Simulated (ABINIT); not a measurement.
Ti3Ag:

```xyz
4
Lattice="4.1870 0.0000 0.0000 0.0000 4.1870 0.0000 0.0000 0.0000 3.9500" Properties=species:S:1:pos:R:3 pbc="T T T"
Ag    0.0000    0.0000    0.0000
Ti    2.0935    2.0935    0.0000
Ti    2.0935    0.0000    1.9750
Ti    0.0000    2.0935    1.9750
```

* Program: ABINIT 10.8.3 (patched build)
* Task: single point
* Functional: PBEsol
* Potentials or basis: PseudoDojo NC SR PBEsol v0.4.1 standard
* Cutoff: 1143 eV
* k mesh: 7 × 7 × 7
* Occupations: fermi-dirac, width 0.05 eV
* Spin: no spin polarisation

On this cell: pressure -5.8 GPa; largest force under 0.003 eV/Å; band gap on the k mesh none (metal or under the smearing width).

The same run follows on a disturbed copy (atoms moved at random, drawn with an rms of 0.05 Å):

```
CELL_PARAMETERS angstrom
4.18700 0.00000 0.00000
0.00000 4.18700 0.00000
0.00000 0.00000 3.95000
ATOMIC_POSITIONS crystal
Ag 0.00112 0.99488 0.00450
Ti 0.49960 0.49386 0.00585
Ti 0.50348 0.99785 0.49479
Ti 0.98870 0.49560 0.49588
```

**Question.** What does the disturbed cell give?

**Answer.** The energy (extrapolated to zero smearing) moves by +3.8 meV/atom; pressure -5.7 GPa; largest force 0.312 eV/Å; band gap on the k mesh none (metal or under the smearing width).

Forces in eV/Å, atoms in the order of the input:
```
Ag  -0.003  0.003 -0.179
Ti  -0.109  0.049 -0.215
Ti  -0.137 -0.064  0.206
Ti   0.249  0.012  0.188
```

Stress tensor (GPa, compression positive):
```
-6.45  0.00 -0.04
 0.00 -6.45  0.00
-0.04  0.00 -4.18
```
